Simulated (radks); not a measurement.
**Ti²⁺ in [Ar] 3d2: an all-electron calculation**

An exercise on one series of results from a longer session: the logs are not shown, and one member is left open.

The numbers are computed with radks (a radial shooting solver on a logarithmic mesh, Libxc functionals) version 1 (scalar-relativistic Kohn-Sham, PBE, spin-unpolarised, spherical densities, finite nucleus), except any that are marked as measured or tabulated.

### The system

- element: titanium (Z = 22)
- charge: +2
- electrons: 20
- configuration: [Ar] 3d2
- nuclear rms radius: 3.5921 fm

Outer shells as boxes (Hund's rule):

Ti²⁺
```
[Ar] core
3d [↑ ][↑ ][  ][  ][  ]
```

Set-up of the first run:

Input:

```text
Z 22
configuration [Ar] 3d2 4s0 4p0 4d0 4f0
relativity scalar-relativistic
functional pbe,pbe
spin unpolarised
nucleus finite rms 3.5921 fm
c 137.035999084
```

On the command line:

```
$ python run_ks.py task.json out
```

The same process makes all the runs of this session.

One table of the session follows, with a row left open; its other results are not shown here.

It belongs to the step «Orbitals and density». From the orbitals of this run (lengths in bohr):

| level | <r> | outermost maximum (interpolated) | 90 % within | nodes |
| --- | --- | --- | --- | --- |
| 1s | 0.06959 | 0.0455 | 0.124 | 0 |
| 2s | 0.3249 | 0.269 | 0.505 | 1 |
| 2p | 0.2899 | 0.220 | 0.477 | 0 |
| 3s | 1.007 | 0.870 | 1.51 | 2 |
| 3p | 1.083 | 0.902 | 1.67 | 1 |
| 3d | 1.434 | 0.973 | 2.45 | 0 |
| 4s | ? | ? | ? | ? |
| 4p | 3.445 | 3.05 | 5.05 | 2 |

**Question.** Estimate the row for 4s.

**Answer.** <r>: 2.929; outermost maximum (interpolated): 2.60; 90 % within: 4.27; nodes: 3. In the column «<r>» it lies between 3d (1.434) and 4p (3.445).

To keep in mind: Spin polarisation and multiplet splitting are left out.
